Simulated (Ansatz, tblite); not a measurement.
**Ga3Sb3 wurtzite hole sphere (Ga₃Sb₃H₁₂): rung by rung**

Aim: run the singlet of Ga3Sb3 wurtzite hole sphere (Ga₃Sb₃H₁₂) at one geometry on many levels, and compare frontier levels, spin and run time.

Method: as each input shows; program: Ansatz 0.2.0, Gaussian basis.

Levels to be run: GFN1-xTB, GFN2-xTB, PBE-D4/def2-TZVP, r2SCAN-D4/def2-TZVP, LC-ωPBE/def2-TZVP, r2SCANh-D4/def2-TZVP, B2PLYP/def2-TZVP, PBE-D4/def2-SVP, PBE0-D4/def2-SVP, CCSD(T)/def2-SVP, MP2/def2-TZVP, RPA/def2-TZVP.

3 further runs of the same task are left out: 3 set aside as unsound or not needed.

## (1) The structure

The singlet was relaxed beforehand with PBE-D4/def2-SVP.

18 atoms, charge 0, spin multiplicity 1.

Bond lengths: Sb1–Ga2 2.710 Å, Sb1–Ga4 2.710 Å, Sb1–H7 1.718 Å, Sb1–H8 1.718 Å, Ga2–Sb3 2.709 Å, Ga2–H9 1.577 Å, Ga2–H10 1.578 Å, Sb3–Ga6 2.709 Å, Sb3–H11 1.718 Å, Sb3–H12 1.717 Å, Ga4–Sb5 2.710 Å, Ga4–H13 1.577 Å, Ga4–H14 1.578 Å, Sb5–Ga6 2.709 Å, Sb5–H15 1.718 Å, Sb5–H16 1.718 Å, Ga6–H17 1.578 Å, Ga6–H18 1.577 Å. Angles: Ga2–Sb1–Ga4 128.3°, Ga2–Sb1–H7 107.2°, Ga2–Sb1–H8 106.8°, Ga4–Sb1–H7 107.3°, Ga4–Sb1–H8 106.8°, H7–Sb1–H8 95.5°, Sb1–Ga2–Sb3 96.8°, Sb1–Ga2–H9 108.7°, Sb1–Ga2–H10 106.0°, Sb3–Ga2–H9 108.8°, Sb3–Ga2–H10 105.9°, H9–Ga2–H10 126.5°, Ga2–Sb3–Ga6 128.3°, Ga2–Sb3–H11 106.9°, Ga2–Sb3–H12 107.2°, Ga6–Sb3–H11 106.8°, Ga6–Sb3–H12 107.2°, H11–Sb3–H12 95.5° and more.

Sb takes a core potential in the def2 sets. No spin-orbit coupling is included.

PBE0-D4/def2-TZVP was run before; its log isn't repeated, and its numbers join the tables.

## (2) GFN1-xTB

Tight binding, by tblite at 300 K electronic temperature and without a spin-polarisation term:

```python
tblite.interface.Calculator('GFN1-xTB', numbers, positions, charge=0, uhf=0).singlepoint()
```

Energy -491.1545 eV, HOMO -10.63 eV, LUMO -6.64 eV; 0.021 s.

## (3) GFN2-xTB

Tight binding, by tblite at 300 K electronic temperature and without a spin-polarisation term:

```python
tblite.interface.Calculator('GFN2-xTB', numbers, positions, charge=0, uhf=0).singlepoint()
```

Energy -442.7363 eV, HOMO -10.52 eV, LUMO -7.06 eV; 0.019 s.

## (4) PBE-D4/def2-TZVP

start.molden holds the orbitals of an earlier run on this state, given as this run's starting guess.

Input file in.yaml:

```yaml
crystal:
  periodic: [false, false, false]
  atoms:
    - {symbol: Sb, position_ang: [-0.005324, -2.340622, -0.223938]}
    - {symbol: Ga, position_ang: [-2.442164, -1.403375, 0.501683]}
    - {symbol: Sb, position_ang: [-2.027406, 1.172938, -0.226722]}
    - {symbol: Ga, position_ang: [2.435774, -1.414149, 0.500992]}
    - {symbol: Sb, position_ang: [2.026668, 1.163628, -0.227859]}
    - {symbol: Ga, position_ang: [0.003650, 2.815417, 0.493023]}
    - {symbol: H, position_ang: [-0.010692, -4.035870, 0.052188]}
    - {symbol: H, position_ang: [-0.006545, -2.452223, -1.938094]}
    - {symbol: H, position_ang: [-3.530536, -2.032451, -0.449887]}
    - {symbol: H, position_ang: [-2.457794, -1.410391, 2.079252]}
    - {symbol: H, position_ang: [-2.129934, 1.229611, -1.940451]}
    - {symbol: H, position_ang: [-3.492634, 2.023095, 0.055026]}
    - {symbol: H, position_ang: [3.521048, -2.044820, -0.452968]}
    - {symbol: H, position_ang: [2.454379, -1.420975, 2.078426]}
    - {symbol: H, position_ang: [2.125288, 1.216609, -1.942032]}
    - {symbol: H, position_ang: [3.495256, 2.010434, 0.048517]}
    - {symbol: H, position_ang: [0.003284, 2.838763, 2.070473]}
    - {symbol: H, position_ang: [0.008282, 4.068581, -0.463529]}
basis:
  gaussian: {orbitals: def2-TZVP, initial_orbitals: start.molden}
hamiltonian: {xc: pbe, dispersion: d4}
scf: {omitted_lower_state_checks: [starts]}
output: {orbitals: {seedname: orbitals}}
```

Started as:

```console
$ ansatz run in.yaml --threads 2 --pin off --events-out ev --progress --plain --max-ram 31744MiB --backend cuda --devices 0, --max-vram 18GiB
```

Further steps of the session: r2SCAN-D4/def2-TZVP; LC-ωPBE/def2-TZVP; r2SCANh-D4/def2-TZVP; B2PLYP/def2-TZVP; PBE-D4/def2-SVP; PBE0-D4/def2-SVP; CCSD(T)/def2-SVP; MP2/def2-TZVP; RPA/def2-TZVP.

Before running them: what should the planned runs give, taken together? Wanted: gap in def2-TZVP, named functionals, smallest and largest; correlation energy, CCSD(T)/def2-SVP; correlation energy, MP2/def2-TZVP; binding an atom, CCSD(T)/def2-SVP; PBE0 total energy, smallest basis above largest.

The runs gave:

| quantity | value |
| --- | --- |
| gap in def2-TZVP, named functionals, smallest and largest | 4.10 eV (PBE-D4), 10.06 eV (LC-ωPBE) |
| correlation energy, CCSD(T)/def2-SVP | -31.52 eV |
| correlation energy, MP2/def2-TZVP | -48.28 eV |
| binding an atom, CCSD(T)/def2-SVP | 2.104 eV |
| PBE0 total energy, smallest basis above largest | 20.91 eV (def2-SVP, def2-TZVP) |

**Reading.** Over the named functionals in def2-TZVP the gap runs from 4.10 eV (PBE-D4) to 10.06 eV (LC-ωPBE); exact exchange widens it. The functionals in def2-TZVP miss CCSD(T)/def2-SVP by +0.133 (LC-ωPBE) to +0.188 eV (r2SCAN-D4) an atom. The yardstick is in a double-zeta basis, so levels in larger sets aren't compared like for like. The reference is CCSD(T) in one finite basis, so it carries an error of its own, often a tenth of an eV or more, and near misses can't be ranked.
